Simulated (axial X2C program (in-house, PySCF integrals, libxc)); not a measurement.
# A two-component session on SeS⁺: properties at the nuclei

Aim: properties at the nuclei of SeS⁺, with spin–orbit coupling in the Hamiltonian from the start.

Method: two-component X2C with atomic mean-field terms, Se dyall-cv3z, S dyall-av3z; program: an in-house X2C program for linear molecules on PySCF integrals.

All values are calculated.

## Step 1: The job

task.json

```json
{
 "zs": [
  34,
  16
 ],
 "q": 1,
 "bas": [
  "dyall-cv3z",
  "dyall-av3z"
 ],
 "r0": 2.01,
 "levels": [
  "PBE0",
  "HF",
  "TPSSh",
  "LDA",
  "PBE50"
 ],
 "nst": 3
}
```

Keys: zs atomic numbers; q charge; bas basis sets; r0 starting distance in Å; levels methods (HF also brings MP2); nst determinants followed.

Command:

```console
$ python soeom.py task.json out
```

The runs that follow: Expectation values, lowest determinant; Expectation values, a higher determinant; Expectation values, a higher determinant.

Q: Predict the outcome of this session. Wanted: lowest determinant; Eeff magnitude; Ws magnitude Se; A∥/gI Se; qzz Se; higher determinant (for each run or level that gives them).

**Answer**, as computed:

| quantity | value |
| --- | --- |
| lowest determinant | Ω = 1/2 (excess of +ω over −ω: ω = 1/2) |
| Eeff magnitude (GV/cm), PBE0 | 0.113 |
| Ws magnitude Se (kHz), PBE0 | 0.0398 |
| A∥/gI Se (MHz), PBE0 | 1720 |
| qzz Se (a.u.), PBE0 | -0.41 |
| higher determinant | Ω = 3/2 (excess of +ω over −ω: ω = 3/2) |
| Eeff magnitude (GV/cm), PBE0, higher determinant | 0.165 |
| Ws magnitude Se (kHz), PBE0, higher determinant | 0.0631 |
| A∥/gI Se (MHz), PBE0, higher determinant | 303 |
| qzz Se (a.u.), PBE0, higher determinant | -0.53 |
| higher determinant | Ω = 5/2 (excess of +ω over −ω: ω = -1/2, 2 × ω = 3/2) |
| Eeff magnitude (GV/cm), PBE0, higher determinant | 0.225 |
| Ws magnitude Se (kHz), PBE0, higher determinant | 0.0482 |
| A∥/gI Se (MHz), PBE0, higher determinant | -29.4 |
| qzz Se (a.u.), PBE0, higher determinant | 0.74 |

In words: In the first state, the effective field runs from 0.1 to 0.214 GV/cm over the mean-field levels, so the levels don't agree on it. The expectation values come from single determinants, which for open shells can mix terms of unlike spin or miss the lowest Ω, so a determinant need not be a state. Eeff is the effective electric field on the electron dipole moment in this Ω state and Ws the scalar–pseudoscalar constant (defined with the proton number Z and per Ω); A∥ is the parallel hyperfine constant, which follows by multiplying with the nuclear g factor gI = μI/(I μN); qzz is the electric field gradient, eQq0 = 234.96 MHz × Q/barn × qzz. The operators were transformed with the bare-nucleus X2C matrices.
